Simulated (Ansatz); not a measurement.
**SiGeHO (quartet): the correlation ladder, cc-pVDZ**

How much of the correlation energy of SiGeHO (quartet) does each wave-function method recover here?

Computed with Ansatz 0.2.0, Gaussian basis. Level: cc-pVDZ, core rule «outside noble gas», up to 20 orbitals frozen.

To be run: UHF; CCSD(T) on ROHF; CCSD(T) on UHF; BCCD(T) on ROHF; CISD as a restricted active space (open shells left free, so some higher excitations enter); CCSDT(Q) on ROHF; CCSDT(Q) on UHF.

20 further runs of the same task are left out: 8 that didn't finish, 12 set aside as unsound or not needed. Runs told in other sessions of the task aren't counted.

## Step 1: The system

The geometry is a PBE0/def2-TZVP stationary point (not a proven minimum) of the parent state, kept for this charge and spin. No spin-orbit coupling is included. The filled d shell of Ge may be among the frozen orbitals whatever the setting's name suggests.

4 atoms, charge 0, spin multiplicity 4.

Atoms are counted from 1 here; the program's logs count them from 0.

Bond lengths: O1–Ge2 2.096 Å, O1–Si3 1.804 Å, O1–H4 0.961 Å, Ge2–Si3 2.348 Å. Angles: Ge2–O1–Si3 73.6°, Ge2–O1–H4 126.9°, Si3–O1–H4 121.7°, O1–Ge2–Si3 47.5°, O1–Si3–Ge2 58.9°.

## Step 2: UHF

Input file in.yaml:

```yaml
crystal:
  periodic: [false, false, false]
  atoms:
    - {symbol: O, position_ang: [0.093715, -1.138331, 0.921655]}
    - {symbol: Ge, position_ang: [-0.008184, 0.055836, -0.797363]}
    - {symbol: Si, position_ang: [-0.012828, 0.568824, 1.494196]}
    - {symbol: H, position_ang: [-0.540319, -1.804678, 1.199745]}
basis:
  gaussian: {orbitals: cc-pVDZ}
magnetization: {spin_polarized: true, initial_magnetization: 3}
hamiltonian: {xc: hf}
output: {orbitals: {seedname: orbitals}}
```

Command:

```
> ansatz run in.yaml --threads 1 --pin off --events-out ev --progress --plain --max-ram 2393MiB
```

Further steps of the session: CCSD(T) on ROHF; CCSD(T) on UHF; BCCD(T) on ROHF; CISD as a restricted active space (open shells left free, so some higher excitations enter); CCSDT(Q) on ROHF; CCSDT(Q) on UHF.

Before running them: what should the planned runs give, taken together? Wanted: UCCSDT(Q) from the RHF energy; RMP2 from UCCSDT(Q); UMP2 from UCCSDT(Q); RCCSD from UCCSDT(Q); RCCSD(T) from UCCSDT(Q); UCCSD(T) from UCCSDT(Q); RCCSDT(Q) from UCCSDT(Q); T1 diagnostic.

The runs gave:

| quantity | value |
| --- | --- |
| UCCSDT(Q) from the ROHF energy | -9.8727 eV |
| RMP2 from UCCSDT(Q) | +1119.8 meV |
| UMP2 from UCCSDT(Q) | +1181.6 meV |
| RCCSD from UCCSDT(Q) | +361.3 meV |
| RCCSD(T) from UCCSDT(Q) | +66.9 meV |
| UCCSD(T) from UCCSDT(Q) | +63.0 meV |
| RCCSDT(Q) from UCCSDT(Q) | +9.3 meV |
| levels within 1 kcal/mol (43 meV) | RCCSDT, UCCSDT, RCCSDT(Q) |
| T1 diagnostic | 0.025 |

In words: RCCSD(T) misses by +66.9 meV, 0.7 % of the correlation energy. These misses are within one basis, not against nature; the frozen cores of restricted and unrestricted runs differ, which can shift their rows.
